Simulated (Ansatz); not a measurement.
# GaAs: the cost of one run

Method: DFT PBE, scalar-relativistic, plane waves, PAW, in Ansatz 0.2.0.

2 further runs of the same task are left out: 2 set aside as unsound or not needed.

## 1. The system as given

The structure is cubic, space group F-43m (No. 216). Conventional cell: a = 5.654 Å, b = 5.654 Å, c = 5.654 Å, α = 90.00°, β = 90.00°, γ = 90.00°. Ga (site symmetry -43m) is surrounded by 4 As at 2.45 Å. Around As (site symmetry -43m) lie 4 Ga at 2.45 Å.

Coordinates:

```cif
data_structure
_symmetry_space_group_name_H-M 'P 1'
_symmetry_Int_Tables_number 1
_cell_length_a 3.9978
_cell_length_b 3.9978
_cell_length_c 3.9978
_cell_angle_alpha 60.000
_cell_angle_beta 60.000
_cell_angle_gamma 60.000
_cell_volume 45.18
loop_
_atom_site_label
_atom_site_type_symbol
_atom_site_fract_x
_atom_site_fract_y
_atom_site_fract_z
_atom_site_occupancy
Ga1 Ga 0.00000 0.00000 0.00000 1
As1 As 0.75000 0.75000 0.75000 1
```

The cell is the deposited one, not relaxed. At PBE, an earlier run found 3.29 GPa for this cell of 22.590 Å³/atom (10×10×10 mesh), mesh gap 0.52 eV. The cell is compressed at this level.

## 2. Bands on a fine mesh

Contents of input.yaml:

```yaml
crystal:
  lattice:
    - [0.0, 2.8268505379, 2.8268505379]
    - [2.8268505379, 0.0, 2.8268505379]
    - [2.8268505379, 2.8268505379, 0.0]
  atoms:
    - { symbol: Ga, position: [0.0, 0.0, 0.0] }
    - { symbol: As, position: [0.75, 0.75, 0.75] }
basis:
  ecutwfc: 420
  ecutrho_ratio: 4
kpoints:
  mp_grid: { grid: [10, 10, 10] }
hamiltonian:
  xc: pbe
scf:
  occupations: { method: gaussian, width: 0.05 }
output:
  forces: true
  stress: true
  eigenvalues: true
  eigenstates:
    nscf_kmesh: { grid: [18, 18, 18] }
    de_dk: true
    e_range: [-2.5, 3.016077513045]
  write_density: true
  write_potential: true
  elf: true
  volumetric_format: npy
```

Command:

```console
$ ansatz run input.yaml --threads 4 --pin off --max-ram 9216MiB --backend cpu --events-out ev --progress --plain --runs-dir out
```

**Question.** How long does this run take on 4 threads of Intel Xeon Platinum 8259CL at 2.50GHz (Skylake/Cascade Lake), shared host, and how much memory does it need?

About 3.2 s, with a peak of 0.45 GiB.
